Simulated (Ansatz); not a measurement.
# SiH4 (silane) at RPA@PBE/6-31G

Aim: the electronic atomisation energy of SiH4 (silane) at RPA@PBE/6-31G, from 3 runs. 

The results are computed with Ansatz 0.2.0.

53 further runs of the same task are left out: 2 that didn't finish, 51 set aside as unsound or not needed.

## Step 1: Starting point

SiH4: 5 atoms, total charge 0, spin state singlet. SMILES: `[SiH4]`. The coordinates come from a PBE0-D4/def2-TZVP relaxation.

Bond lengths: Si1–H2 1.485 Å, Si1–H3 1.485 Å, Si1–H4 1.485 Å, Si1–H5 1.485 Å. Angles: H2–Si1–H3 109.5°, H2–Si1–H4 109.5°, H2–Si1–H5 109.5°, H3–Si1–H4 109.5°, H3–Si1–H5 109.5°, H4–Si1–H5 109.5°.

## Step 2: A single-point energy at RPA@PBE/6-31G

The input, in.yaml:

```yaml
crystal:
  periodic: [false, false, false]
  atoms:
    - {symbol: Si, position_ang: [-0.000000, 0.000000, -0.000100]}
    - {symbol: H, position_ang: [0.967600, -0.688400, 0.890900]}
    - {symbol: H, position_ang: [-1.331000, 0.044900, 0.656000]}
    - {symbol: H, position_ang: [-0.105100, -0.740300, -1.282600]}
    - {symbol: H, position_ang: [0.468500, 1.383800, -0.264200]}
basis:
  gaussian:
    orbitals: 6-31G
hamiltonian:
  xc: {name: PBE}
correlation:
  method: rpa
  frozen_orbitals: {H: 0, Si: 5}
accuracy: high
```

Command:

```bash
$ ansatz run in.yaml --threads 1 --pin off --max-ram 2610MiB --events-out events.jsonl --progress --plain --runs-dir runs
```

The log of the run:

```text
Warning: RAYON_NUM_THREADS=1 ignored (pool sized by the plan → 1); use --threads N
Functional definition: PBE
  name "PBE"
  parameter kappa = 0.804
  parameter beta = 0.06672455060314922
  exchange = pbe_x(kappa = kappa, mu = beta*pi^2/3)
  correlation = pbe_c(beta = beta)
483 factors; integrals over basis functions are off by at most 2.8e-9 eV
mean field evaluation 1: about -7936.1753 eV, gradient 8.7e0 eV
mean field evaluation 2: about -7936.1681 eV, gradient 8.8e0 eV
mean field evaluation 4: about -7936.5283 eV, gradient 1.0e0 eV
mean field evaluation 8: about -7936.5323 eV, gradient 2.7e-5 eV
mean field -7936.53225461 eV, -291.6621807820 hartree, gradient 1.3e-8 eV, S^2 0.000000; 0 other end points of the search recorded, 0 dependent functions left out
5 core orbitals not correlated: weight in the atoms' cores, before any rotation towards them, 1.000 or more for the frozen orbitals, at most 0.000 for the correlated occupied ones
reference -7923.00305827 eV, -291.1649919872 hartree; 4, 4 occupied and 12, 12 virtual orbitals, 483 factors
Total energy: -7926.88698221 eV, -291.3077235592 hartree
```

It took 1.2 s on 1 thread of Arm Neoverse V1, shared host; peak memory 0.093 GiB.

## Step 3: The H atom, same level

The input, job.yaml:

```yaml
crystal:
  periodic: [false, false, false]
  atoms:
    - {symbol: H, position_ang: [0.000000, 0.000000, 0.000000]}
basis:
  gaussian: {orbitals: 6-31G}
magnetization: {spin_polarized: true, initial_magnetization: 1}
hamiltonian: {xc: {name: PBE}}
correlation: {method: rpa, frozen_orbitals: {H: 0}}
accuracy: high
```

Run the same way, it converges to -0.50387 Eh (log not shown).

## Step 4: The Si atom, same level

The input, input.yaml:

```yaml
basis:
  gaussian: {orbitals: 6-31G}
crystal:
  periodic: [false, false, false]
  atoms:
    - {symbol: Si, position_ang: [0.000000, 0.000000, 0.000000]}
total_charge: 0
magnetization: {spin_polarized: true, initial_magnetization: 2}
hamiltonian: {xc: pbe}
correlation: {method: rpa, frozen_orbitals: {Si: 5}}
accuracy: high
```

Run the same way, it converges to -288.88524 Eh (log not shown).

## Step 5: Outcome

At RPA@PBE/6-31G, 5 core orbitals frozen:

| quantity | value |
| --- | --- |
| molecule: total energy | -291.30772 Eh |
| molecule: RPA correlation energy (valence) | -142.7 mEh |
| H atom: total energy | -0.50387 Eh |
| H atom: RPA correlation energy | -5.6 mEh |
| H atom: ⟨S²⟩ of the reference determinant | 0.750 |
| Si atom: total energy | -288.88524 Eh |
| Si atom: RPA correlation energy (valence) | -59.4 mEh |
| Si atom: ⟨S²⟩ of the reference determinant | 2.000 |
| electronic atomisation energy | 11.075 eV |

What this shows: Taking the molecule apart into free atoms costs 11.07 eV (255 kcal/mol), before zero-point energy and without spin-orbit coupling. The basis has no polarisation functions, which makes bonds too weak.
